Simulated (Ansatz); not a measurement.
# TiCl (quartet): from Hartree-Fock to the top rungs, def2-QZVPP

One table from this session's results is given with a row withheld; the runs are named, their logs left out.

Program: Ansatz 0.2.0, Gaussian basis. Level of theory: def2-QZVPP, core rule «outside noble gas», up to 14 orbitals frozen. These are calculated values, not measurements.

The runs, in order: UHF; ROHF; CCSD(T) on UHF.

2 further runs of the same task are left out: 2 set aside as unsound or not needed.

## The system

The geometry is a PBE0/def2-TZVP stationary point (not a proven minimum) of the parent state, kept for this charge and spin.

2 atoms, charge 0, spin multiplicity 4.

Atoms are counted from 1 here; the program's logs count them from 0.

Bond lengths: Ti1–Cl2 2.208 Å.

The first run:

The input, in.yaml:

```yaml
crystal:
  periodic: [false, false, false]
  atoms:
    - {symbol: Ti, position_ang: [0.000000, 0.000000, 0.000000]}
    - {symbol: Cl, position_ang: [0.000000, 0.000000, 2.208423]}
basis:
  gaussian: {orbitals: "def2-QZVPP.json"}
magnetization: {spin_polarized: true, initial_magnetization: 3}
hamiltonian: {xc: hf}
output: {orbitals: {seedname: orbitals}}
```

Command:

```sh
> ansatz run in.yaml --threads 1 --pin off --events-out ev --progress --plain --max-ram 4096MiB --backend cpu
```

Steps of the session up to this table: UHF; ROHF; CCSD(T) on UHF.

One of the session's tables, all rows but one given; the rest of the session is left out.

```
  method  from UCCSD(T) (meV)
    ROHF              +7893.6
     UHF              +7748.9
    UMP2                    ?
   UCCSD               +352.0
UCCSD(T)                    0
```

Estimate the missing values for UMP2.

**Answer.** from UCCSD(T) (meV): +943.5. In the column «from UCCSD(T) (meV)» it lies between UCCSD (+352.0) and UHF (+7748.9).
